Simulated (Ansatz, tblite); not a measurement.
YSe₂: GFN1-xTB, run from Python

These are simulated results from tblite 0.8.0, not measurements. The cell began as a database structure and was relaxed with r2SCAN in plane waves (Ansatz 0.2.0). All runs are without spin polarisation.

It is orthorhombic, Immm (No. 71); a = 4.085 Å, b = 5.680 Å, c = 13.351 Å in the conventional setting, 25.82 Å³ an atom. Around Y lie 8 Se at 2.79–3.11 Å; around Se lie 4 Y at 2.79–2.94 Å; around Se lie 1 Se at 2.39 Å and 4 Y at 3.11 Å.

tblite solves periodic systems at the zone centre alone, so the script builds a cluster of 2×2×1 conventional cells (48 atoms), which folds in a coarse mesh of k points.

run.py reads:

```python
import json
from ase import Atoms
from ase.build import make_supercell
from ase.units import Bohr, GPa, Hartree
from tblite.interface import Calculator

atoms = Atoms(['Y', 'Y', 'Se', 'Se', 'Se', 'Se'],
              cell=[[-2.04253056, 2.84008596, 6.67553068], [2.04253056, -2.84008596, 6.67553068], [2.04253056, 2.84008596, -6.67553068]],
              scaled_positions=[[0.849221798, 0.849221798, 0.0], [0.150778202, 0.150778202, 0.0], [0.706592974, 0.206592974, 0.5], [0.293407026, 0.793407026, 0.5], [0.789706877, 0.5, 0.289706877], [0.210293123, 0.5, 0.710293123]],
              pbc=True)
cluster = make_supercell(atoms, [[0, 2, 2], [2, 0, 2], [1, 1, 0]])
calc = Calculator('GFN1-xTB', cluster.numbers, cluster.positions / Bohr, lattice=cluster.cell[:] / Bohr, periodic=cluster.pbc)
calc.set('temperature', 0.02 / Hartree)
calc.set('max-iter', 150)
res = calc.singlepoint()
levels = res.get('orbital-energies') * Hartree
nv = round(res.get('orbital-occupations').sum() / 2)
cells = len(cluster) // len(atoms)
out = {'energy_per_cell': res.get('energy') * Hartree / cells, 'homo': levels[nv - 1], 'lumo': levels[nv],
       'stress': (-res.get('virial') * Hartree / cluster.get_volume() / GPa).tolist(), 'charges': res.get('charges')[:len(atoms)].tolist(), 'electrons': 2 * nv / cells}
json.dump(out, open('results.json', 'w'))
for key, value in out.items():
    print(key, value)
```

Command: `python run.py`. It took 3.2 s on 1 thread of Arm Neoverse V1, with other jobs on the host, peak memory 0.12 GiB.

Output:

```
------------------------------------------------------------
  cycle        total energy    energy error   density error
------------------------------------------------------------
      1     -122.4116535290  -1.2208492E+02   7.6028223E-01
      2     -113.1969070864   9.2147464E+00   1.1856967E+00
      3     -123.9188728101  -1.0721966E+01   5.1305068E-01
      4     -125.5924068365  -1.6735340E+00   2.8125078E-01
      5     -125.8729573011  -2.8055046E-01   2.1439979E-01
      6     -126.3332714633  -4.6031416E-01   3.5801622E-02
      7     -126.3570115006  -2.3740037E-02   2.9303603E-02
      8     -126.4045938392  -4.7582339E-02   5.2413439E-03
      9     -126.4054794762  -8.8563701E-04   1.4444966E-03
     10     -126.4055109875  -3.1511303E-05   7.2146182E-04
     11     -126.4055177686  -6.7810492E-06   4.1110537E-04
     12     -126.4055146344   3.1341511E-06   3.0230569E-04
     13     -126.4055187172  -4.0828170E-06   2.8246364E-04
     14     -126.4055199088  -1.1915163E-06   1.0852508E-04
     15     -126.4055200702  -1.6146794E-07   2.9786353E-05
     16     -126.4055200794  -9.1771710E-09   8.7701409E-06
------------------------------------------------------------

 total:                                   2.586 sec
energy_per_cell -429.95867531145115
homo -9.657433321409709
lumo -9.389216963854238
stress [[1.1184983989771442, 3.3506214197815836e-06, 6.45815237291734e-07], [3.3506214197405546e-06, 0.8169468068331783, 1.0361126064184026e-06], [6.458152372450652e-07, 1.0361126064742494e-06, -3.766403306073887]]
charges [0.4689916948585282, 0.4689988326195431, -0.3265347870578761, -0.326557572737587, -0.14242906081088727, -0.1424192917724968]
electrons 30.0
```

The cycle table is in hartree for the whole cluster, and the lines after it are in eV (the energy for one cell). The printed stress is in GPa and positive in compression, and the pressure is its mean diagonal.

GFN1-xTB gives a gap of 0.27 eV. On the same cell, plane-wave PBE (Ansatz, 8×8×8 k points and the special points) gives a gap of 0.26 eV and r2SCAN a gap of 0.52 eV; on shared hosts these took about 48 and 100 core-seconds on the 6-atom cell, against 3.2 for the script. Semilocal gaps usually lie below measured ones. xTB was fitted to molecules, so gaps, charges and pressures of solids can be far off, and the gap also depends on the size of the cluster.

The same script was run on cells scaled at fixed shape and fractional coordinates:

| volume (Å³/atom) | energy (meV/atom) | pressure (GPa, positive in compression) | gap (eV) |
| --- | --- | --- | --- |
| 22.72 | 58.2 | 7.37 | 0.34 |
| 24.27 | 10.0 | 2.82 | 0.30 |
| 25.82 | 0.0 | -0.61 | 0.27 |
| 27.37 | 19.2 | -3.24 | 0.24 |
| 28.91 | 60.9 | -5.31 | 0.22 |

A Birch-Murnaghan fit puts the minimum at 25.51 Å³/atom, 1.2 % below the given cell, with a bulk modulus of 52.2 GPa at fixed shape.

xTB was fitted mostly to molecules, and a small cluster samples few k points, so gaps, pressures and kinks along a curve can be far from a solid's.

Spin-orbit coupling is left out.
